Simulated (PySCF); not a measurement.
# F4Se (Selenium tetrafluoride): the cost of one run

The runs use PySCF 2.14.0, with density-fitted response routines of our own; the level of theory stands in each step. All values are computed, except where a source is named. Atoms count from 0, in the outputs and in this text.

**1. The molecule as given**

5 atoms, charge 0, multiplicity 1; geometry from: GFN2-xTB. The atoms were then displaced at random by about 0.03 Å, so the start is not that level's minimum.

Bonds of the start (Å): F0–Se1 1.80, Se1–F2 1.90, Se1–F3 1.70, Se1–F4 1.88.

**2. Optimising the geometry at PBE0-D3(BJ)/def2-SVP**

The job: settings as JSON, then the geometry in Å.

```
{"job": {"xc": "PBE0", "basis": "def2-SVP", "d3": "d3bj", "grid": 1, "shake": 0.03, "kind": "geom"}, "charge": 0, "multiplicity": 1}
F     -0.063450     1.754220     0.001280
Se    -0.078270     0.029140    -0.510850
F     -1.646430    -0.994710    -0.182740
F      0.240120    -0.163650     1.152480
F      1.640120    -0.729760    -0.556650
```

Started as:

```sh
> OMP_NUM_THREADS=1 python probes_run.py task.json out
```

This one command runs all jobs of the session in turn.

Q: Estimate the wall time and peak memory of this first job on 1 thread of Arm Neoverse V2, shared host.

About 52 s, with a peak of 0.35 GiB.
